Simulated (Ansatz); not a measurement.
**U-wB97X/STO-3G run of SiF3 (trifluorosilyl)**

What is the vertical electron affinity of SiF3 (trifluorosilyl) at U-wB97X/STO-3G? 

The calculation is run with Ansatz 0.2.0.

45 further runs of the same task are left out: 7 that didn't finish, 38 set aside as unsound or not needed.

### 1 The molecule

The species is SiF3 (4 atoms), meant as a doublet with charge 0. SMILES: `F[Si](F)F`. The shape is that of a GFN2-xTB optimisation.

Bond lengths: F1–Si2 1.590 Å, Si2–F3 1.590 Å, Si2–F4 1.590 Å. Angles: F1–Si2–F3 104.5°, F1–Si2–F4 104.3°, F3–Si2–F4 104.5°.

### 2 A single-point energy at U-wB97X/STO-3G

Contents of molecule.yaml:

```yaml
crystal:
  periodic: [false, false, false]
  atoms:
    - {symbol: F, position_ang: [0.787890, -0.508980, 1.119030]}
    - {symbol: Si, position_ang: [-0.325240, 0.244050, 0.268860]}
    - {symbol: F, position_ang: [-0.962750, -0.889100, -0.646850]}
    - {symbol: F, position_ang: [0.500100, 1.154030, -0.741040]}
basis:
  gaussian: {orbitals: STO-3G}
magnetization: {spin_polarized: true, initial_magnetization: 1}
hamiltonian: {xc: {name: wB97X}}
accuracy: high
```

Run with:

```bash
$ ansatz run molecule.yaml --threads 1 --pin off --max-ram 2610MiB --events-out events.jsonl --progress --plain --runs-dir runs
```

The program printed:

```text
Warning: RAYON_NUM_THREADS=1 ignored (pool sized by the plan → 1); use --threads N
Functional definition: wB97X
  name "wB97X"
  parameter omega = 0.3/bohr
  parameter cx = 0.157706
  parameter cx1 = 0.726479
  parameter cx2 = 1.04760
  parameter cx3 = -5.70635
  parameter cx4 = 13.2794
  parameter css1 = -4.33879
  parameter css2 = 18.2308
  parameter css3 = -31.7430
  parameter css4 = 17.2901
  parameter cos1 = 2.37031
  parameter cos2 = -11.3995
  parameter cos3 = 6.58405
  parameter cos4 = -3.78132
  exchange = spin_sum(e_x_unif_sr(omega)*poly(b97_u_x, 1 - cx, cx1, cx2, cx3, cx4)) + cx*exact_x_sr(omega)
      + exact_x_lr(omega)
  correlation = spin_sum(e_c_pw_same_spin*poly(b97_u_same, 1, css1, css2, css3, css4))
      + integral(e_c_pw_opposite_spin*poly(b97_u_opposite, 1, cos1, cos2, cos3, cos4))
460 factors; integrals over basis functions are off by at most 3.5e-8 eV
149 factors; integrals over basis functions are off by at most 6.2e-10 eV
mean field evaluation 1: about -15813.9778 eV, gradient 1.8e1 eV
mean field evaluation 2: about -15816.4829 eV, gradient 9.3e0 eV
mean field evaluation 4: about -15817.0475 eV, gradient 1.3e-1 eV
mean field evaluation 8: about -15817.0500 eV, gradient 3.2e-3 eV
mean field evaluation 16: about -15817.0500 eV, gradient 1.3e-6 eV
mean field -15817.05000834 eV, -581.2658666248 hartree, gradient 9.5e-8 eV, S^2 0.753409; 0 other end points of the search recorded, 0 dependent functions left out
reference -15817.05000732 eV, -581.2658665874 hartree; 21, 20 occupied and 3, 4 virtual orbitals, 460 factors
Total energy: -15817.05000732 eV, -581.2658665874 hartree
```

Run time: 3.6 s. Hardware: 1 thread of AMD EPYC 9R45 (Zen 5), shared host; peak memory 0.45 GiB.

### 3 The singlet anion, same level

Contents of input.yaml:

```yaml
crystal:
  periodic: [false, false, false]
  atoms:
    - {symbol: F, position_ang: [0.787890, -0.508980, 1.119030]}
    - {symbol: Si, position_ang: [-0.325240, 0.244050, 0.268860]}
    - {symbol: F, position_ang: [-0.962750, -0.889100, -0.646850]}
    - {symbol: F, position_ang: [0.500100, 1.154030, -0.741040]}
basis:
  gaussian: {orbitals: STO-3G}
total_charge: -1
hamiltonian: {xc: {name: wB97X}}
accuracy: high
```

Run with:

```bash
$ ansatz run input.yaml --threads 1 --pin off --max-ram 2610MiB --events-out events.jsonl --progress --plain --runs-dir runs
```

The program printed (excerpt; [...] marks lines left out):

```text
Warning: RAYON_NUM_THREADS=1 ignored (pool sized by the plan → 1); use --threads N
[... 2 set-up lines as earlier in the session ...]
[...]
      + exact_x_lr(omega)
[...]
      + integral(e_c_pw_opposite_spin*poly(b97_u_opposite, 1, cos1, cos2, cos3, cos4))
461 factors; integrals over basis functions are off by at most 3.5e-8 eV
149 factors; integrals over basis functions are off by at most 6.2e-10 eV
[...]
mean field -15812.64769957 eV, -581.1040847618 hartree, gradient 3.3e-8 eV, S^2 0.000000; 0 other end points of the search recorded, 0 dependent functions left out
reference -15812.64769849 eV, -581.1040847218 hartree; 21, 21 occupied and 3, 3 virtual orbitals, 461 factors
Total energy: -15812.64769849 eV, -581.1040847218 hartree
```

It took 1.9 s on 1 thread of AMD EPYC 9R45 (Zen 5), shared host; peak memory 0.27 GiB.

### 4 Results

At U-wB97X/STO-3G:

```
                                         quantity          value
                       doublet SiF3: total energy  -581.26587 Eh
                               doublet SiF3: ⟨S²⟩          0.753
                      singlet anion: total energy  -581.10408 Eh
vertical electron affinity (to the singlet anion)      -4.402 eV
```

**Reading.** The anion lies 4.40 eV (102 kcal/mol) above the neutral: the electron isn't bound at this level, and such a value depends on the basis. Without diffuse functions anions come out too high. In a minimal basis such a difference can be off by several eV, whatever the method.
